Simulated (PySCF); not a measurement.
**One shape, several levels: C2H5FOSi (SMILES O[SiH2]/C=C/F)**

Aim: a comparison of 6 runs (HF/STO-3G, HF/def2-SVP, B3LYP/6-31G*, SVWN5/def2-SVP, B3LYP/6-31+G*, BLYP/6-31+G*) of C2H5FOSi. 

Program for the calculation: PySCF 2.14.0.

## (1) The molecule

C2H5FOSi: 10 atoms, total charge 0, spin state singlet. SMILES: `O[SiH2]/C=C/F`. Geometry: relaxed at GFN2-xTB. This is one conformer, not always the lowest.

Bond lengths: O1–Si2 1.624 Å, Si2–C3 1.883 Å, C3–C4 1.318 Å, C4–F5 1.349 Å, O1–H6 0.953 Å, Si2–H7 1.456 Å, Si2–H8 1.466 Å, C3–H9 1.080 Å, C4–H10 1.081 Å. Some angles: O1–Si2–C3 111.5°, Si2–C3–C4 123.3°, C3–C4–F5 122.8°, O1–Si2–H7 101.4°, O1–Si2–H8 111.0°, C3–Si2–H7 111.6°, C3–Si2–H8 107.4°, Si2–O1–H6 122.8°, Si2–C3–H9 119.2°, C4–C3–H9 117.6°.

## (2) Energy and forces at HF/STO-3G (run 1)

Input file calc.py:

```python
# O[SiH2]/C=C/F
from pyscf import gto, scf

mol = gto.M(
    atom='''
O     -2.860214    -1.885210    -1.347413
Si    -0.799354    -2.006681     0.923112
C      1.400646     0.788564     0.840569
C      1.570192     2.337005    -1.102221
F      3.173379     4.317797    -1.153149
H     -4.070338    -0.559453    -1.498666
H      0.518238    -4.348732     0.336541
H     -2.046649    -2.004527     3.395838
H      2.623280     1.139788     2.437652
H      0.490819     2.221449    -2.832265
''',
    charge=0,
    spin=0,
    max_memory=1860,
    basis='sto-3g',
    verbose=3,
    unit='bohr',
)

mf = scf.RHF(mol)
mf.conv_tol = 1e-10
mf.kernel()
if not mf.converged:
    mf = mf.newton().run(mf.mo_coeff, mf.mo_occ)

energy = mf.e_tot
print('E = %.10f Eh' % energy)
grad = mf.nuc_grad_method().kernel()
dip = mf.dip_moment()
pop, q = mf.mulliken_pop()
```

The run is started by

```bash
$ OMP_NUM_THREADS=1 python calc.py
```

Log:

```text
converged SCF energy = -535.17145919983
[... 9 lines left out ...]
Dipole moment(X, Y, Z, Debye): -0.82931,  0.08225,  0.84280
[... 45 lines left out ...]
charge of    9H =      0.05993
```

Run time: 1.9 s. Hardware: 1 thread of Intel Xeon at 2.70GHz, shared host; peak memory 0.12 GiB.

## (3) Energy and forces at HF/def2-SVP (run 2)

Input file mol.xyz:

```xyz
10
C2H5FOSi
O     -1.513560    -0.997610    -0.713020
Si    -0.423000    -1.061890     0.488490
C      0.741190     0.417290     0.444810
C      0.830910     1.236690    -0.583270
F      1.679280     2.284880    -0.610220
H     -2.153930    -0.296050    -0.793060
H      0.274240    -2.301250     0.178090
H     -1.083040    -1.060750     1.797000
H      1.388180     0.603150     1.289950
H      0.259730     1.175540    -1.498770
```

Input file job.py:

```python
from pyscf import gto, scf

mol = gto.Mole()
mol.atom = 'mol.xyz'
mol.max_memory = 1860
mol.verbose = 3
mol.charge = 0
mol.basis = 'def2-svp'
mol.spin = 0
mol.build()

mf = scf.RHF(mol)
mf.conv_tol = 1e-10
mf.kernel()
if not mf.converged:
    mf = mf.newton().run(mf.mo_coeff, mf.mo_occ)

etot = mf.e_tot
print('E(%s) = %.9f' % ('HF', etot))
grad = mf.nuc_grad_method().kernel()
mf.analyze()
```

The run is started by

```bash
$ OMP_NUM_THREADS=1 python job.py
```

Log:

```text
converged SCF energy = -541.605831505167
[... 23 lines left out ...]
MO #14  energy= -0.773489005332078 occ= 2
[... 16 lines left out ...]
MO #31  energy= 0.273850525237046  occ= 0
[... 16 lines left out ...]
MO #48  energy= 0.858448572052501  occ= 0
[... 16 lines left out ...]
MO #65  energy= 1.68107263926935   occ= 0
[... 16 lines left out ...]
MO #82  energy= 2.4993779639507    occ= 0
[... 16 lines left out ...]
MO #99  energy= 4.2583328026195    occ= 0
[... 11 lines left out ...]
Dipole moment(X, Y, Z, Debye): -1.44181,  0.23964,  0.38226
```

It took 8.4 s on 1 thread of Intel Xeon at 2.70GHz, shared host; peak memory 0.21 GiB.

Runs 3 to 5 aren't shown in full; the table further down has their settings and results.

## (4) Energy and gradient at BLYP/6-31+G(d) (spherical functions) (run 6)

Input file input.py:

```python
# O[SiH2]/C=C/F
import pyscf.grad
from pyscf import gto, dft

mol = gto.M(
    atom='''
O     -2.860214    -1.885210    -1.347413
Si    -0.799354    -2.006681     0.923112
C      1.400646     0.788564     0.840569
C      1.570192     2.337005    -1.102221
F      3.173379     4.317797    -1.153149
H     -4.070338    -0.559453    -1.498666
H      0.518238    -4.348732     0.336541
H     -2.046649    -2.004527     3.395838
H      2.623280     1.139788     2.437652
H      0.490819     2.221449    -2.832265
''',
    basis='6-31+g*',
    max_memory=1860,
    spin=0,
    verbose=4,
    unit='bohr',
)

calc0 = dft.RKS(mol)
calc0.xc = 'blyp'
calc0.conv_tol = 1e-10
calc0.grids.level = 5
calc0.kernel()
if not calc0.converged:
    calc0 = calc0.newton().run(calc0.mo_coeff, calc0.mo_occ)

etot = calc0.e_tot
print(f'total energy: {etot:.8f} hartree')
grad = calc0.Gradients().kernel()
calc0.analyze()
```

The run is started by

```bash
$ OMP_NUM_THREADS=1 python input.py
```

Log:

```text
PySCF version 2.14.0

[... 115 lines left out ...]
MO #9   energy= -3.49754789105559  occ= 2
[... 18 lines left out ...]
MO #28  energy= 0.00418540081498797 occ= 0
[... 18 lines left out ...]
MO #47  energy= 0.231185746293233  occ= 0
[... 18 lines left out ...]
MO #66  energy= 0.80227905824782   occ= 0
[... 18 lines left out ...]
MO #85  energy= 1.6240246489407    occ= 0
[... 18 lines left out ...]
MO #104 energy= 3.11510222676285   occ= 0
[... 117 lines left out ...]
Dipole moment(X, Y, Z, Debye): -1.21467,  0.34018,  0.45716
```

Wall time 50 s (1 thread of Intel Xeon at 2.70GHz, shared host); peak memory 1 GiB.

## (5) The series

| run | level | Cartesian functions | integration grid | energy (Eh) | dipole moment (D) | HOMO energy (eV) | LUMO energy (eV) | wall time |
| --- | --- | --- | --- | --- | --- | --- | --- | --- |
| 1 | HF/STO-3G | no | – | -535.171459 | 1.19 | -8.09 | 8.53 | 1.9 s |
| 2 | HF/def2-SVP | no | – | -541.605832 | 1.51 | -10.56 | 3.66 | 8.4 s |
| 3 | B3LYP/6-31G* (Cartesian functions) | yes | 5 | -543.779281 | 1.33 | -7.22 | -0.07 | 35 s |
| 4 | SVWN5/def2-SVP | no | 5 | -540.436029 | 1.35 | -6.55 | -1.26 | 21 s |
| 5 | B3LYP/6-31+G* (spherical functions) | no | 5 | -543.796179 | 1.40 | -7.60 | -0.71 | 51 s |
| 6 | BLYP/6-31+G* (spherical functions) | no | 5 | -543.706323 | 1.34 | -6.44 | -1.23 | 50 s |

## (6) What came out

```
                       quantity          value
            run 6: total energy  -543.70632 Eh
           run 6: dipole moment         1.34 D
             run 6: HOMO energy       -6.44 eV
             run 6: LUMO energy       -1.23 eV
           run 6: HOMO–LUMO gap        5.21 eV
run 6: largest force on an atom     1.822 eV/Å
```

**Reading.** The dipole moment (its size) runs from 1.19 D (HF/STO-3G) to 1.51 D (HF/def2-SVP). The HOMO–LUMO gap runs from 5.21 eV (BLYP/6-31+G*) to 16.62 eV (HF/STO-3G). The two ends differ in method and basis. Totals of different functionals can't be ranked against each other. In run 1 the basis is minimal, so the values are rough. All runs together took 2.8 min, the longest 51 s.
